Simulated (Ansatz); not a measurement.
**Cl₂FGeHO: small, medium and large basis sets**

An exercise on one series of results from a longer session: the logs are not shown, and one member is left open.

Method: one geometry, several basis sets; program: Ansatz 0.2.0, Gaussian basis.

Plan: PBE0-D4/def2-SVP; ωB97M-V/def2-SVP; PBE0-D4/def2-QZVPP; ωB97M-V/def2-QZVPP; the functionals' def2-TZVPP values are taken from earlier runs.

## The relaxed structure

The geometry comes from an earlier relaxation with PBE0-D4 in a triple-zeta def2 set; it is a stationary point.

SMILES `[OH][Ge]([F])([Cl])[Cl]`, 6 atoms, charge 0, spin multiplicity 1.

Atoms are counted from 1 here; the program's logs count them from 0.

Bond lengths: O1–Ge2 1.741 Å, O1–H6 0.962 Å, Ge2–F3 1.716 Å, Ge2–Cl4 2.116 Å, Ge2–Cl5 2.100 Å. Angles: Ge2–O1–H6 113.0°, O1–Ge2–F3 109.6°, O1–Ge2–Cl4 112.3°, O1–Ge2–Cl5 108.0°, F3–Ge2–Cl4 106.2°, F3–Ge2–Cl5 108.4°, Cl4–Ge2–Cl5 112.3°.

Set-up of the first run:

in.yaml

```yaml
crystal:
  periodic: [false, false, false]
  atoms:
    - {symbol: O, position_ang: [-0.615381, 0.491569, 1.191404]}
    - {symbol: Ge, position_ang: [0.197460, 0.033571, -0.278044]}
    - {symbol: F, position_ang: [1.721399, -0.658354, 0.099095]}
    - {symbol: Cl, position_ang: [-0.868960, -1.440333, -1.358023]}
    - {symbol: Cl, position_ang: [0.521485, 1.773104, -1.408138]}
    - {symbol: H, position_ang: [-0.913903, -0.263557, 1.707507]}
basis:
  gaussian: {orbitals: def2-SVP}
hamiltonian: {xc: pbe0, dispersion: d4}
output: {orbitals: {seedname: orbitals}}
```

Among the steps run: PBE0-D4 in def2-SVP; ωB97M-V in def2-SVP; PBE0-D4 in def2-QZVPP; ωB97M-V in def2-QZVPP.

One of the session's tables, all rows but one given; the rest of the session is left out.

It belongs to the step «Functionals by basis». 

```
functional       basis  HOMO (eV)
   PBE0-D4    def2-SVP      -9.64
   PBE0-D4  def2-TZVPP      -9.80
   PBE0-D4  def2-QZVPP          ?
   ωB97M-V    def2-SVP     -11.87
   ωB97M-V  def2-TZVPP     -12.07
   ωB97M-V  def2-QZVPP     -12.12
```

Estimate the missing values for PBE0-D4, def2-QZVPP.

As computed: HOMO (eV): -9.83. In the column «HOMO (eV)» it lies between ωB97M-V, def2-SVP (-11.87) and PBE0-D4, def2-TZVPP (-9.80).
